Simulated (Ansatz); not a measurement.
# CuPd, space group Cmmm: a convergence test of the plane-wave cutoff

Run with Ansatz 0.2.0, Python API.

`cupd_ecut.py`
```python
# -*- coding: utf-8 -*-
"""Convergence of CuPd with the plane-wave cutoff."""

import ansatz
import pandas as pd


def main():
    xtal = (
        ansatz.Lattice.from_parameters(3.034654, 4.39394, 4.187999, alpha=90, beta=90, gamma=90)
        .space_group(65, hermann_mauguin="Cmmm")
        .atom("Cu", (0.0, 0.0, 0.0))
        .atom("Pd", (0.5, 0.0, 0.5))
        .primitive()
    )

    model = xtal.calculation()
    model = model.functional("lda")
    model = model.occupations(ansatz.OccupationsMethod.COLD, width=0.15)
    model = model.kpoints(mesh=(11, 11, 7), center="gamma")

    rows = []
    for value in [250, 300, 350, 400, 450]:
        data = model.basis(value).run().report
        rows.append((value, data["free_energy_ev"] / len(data["lattice"]["sites"]), data["n_iterations"], data["n_pw"]))

    table = pd.DataFrame(rows, columns=["cutoff (eV)", "F/atom (eV)", "iterations", "plane waves"])
    print(table.round(5).to_string(index=False))

    # the last row is the reference
    for row in rows[:-1]:
        shift = 1000 * (row[1] - rows[-1][1])
        print(f"{row[0]}: {shift:+.2f} meV/atom" + ("  (within 1 meV)" if abs(shift) < 1 else ""))


if __name__ == "__main__":
    main()
```

```console
$ python cupd_ecut.py
DeckWarning: basis.ecutwfc = 250 eV is below the records' recommended 420 eV, and the density's cutoff is lower with it unless basis.ecutrho_ratio is high enough to keep the records' density cutoff: compare with a run at a higher cutoff
DeckWarning: basis.ecutwfc = 300 eV is below the records' recommended 420 eV, and the density's cutoff is lower with it unless basis.ecutrho_ratio is high enough to keep the records' density cutoff: compare with a run at a higher cutoff
DeckWarning: basis.ecutwfc = 350 eV is below the records' recommended 420 eV, and the density's cutoff is lower with it unless basis.ecutrho_ratio is high enough to keep the records' density cutoff: compare with a run at a higher cutoff
DeckWarning: basis.ecutwfc = 400 eV is below the records' recommended 420 eV, and the density's cutoff is lower with it unless basis.ecutrho_ratio is high enough to keep the records' density cutoff: compare with a run at a higher cutoff
 cutoff (eV)  F/atom (eV)  iterations  plane waves
         250  -6697.87056           8          261
         300  -6699.85749           7          329
         350  -6700.08677           7          411
         400  -6700.10151           7          503
         450  -6700.10252           7          613
250: +2231.96 meV/atom
300: +245.04 meV/atom
350: +15.75 meV/atom
400: +1.01 meV/atom
```
(Warnings from the package without file and line.)

The run is spin-unpolarised. For a metal this k-point mesh is coarse: on a finer one energies can move by several to tens of meV an atom and pressures by half a GPa or more, differences at one mesh by less. The structure comes from a database of computed cells and needn't be a stable or known phase. Shifts are counted from the last row, which is itself no proven limit. Hardware and time: 15 s on 1 thread of Arm Neoverse V2, with other jobs on the host, peak memory 0.47 GiB.
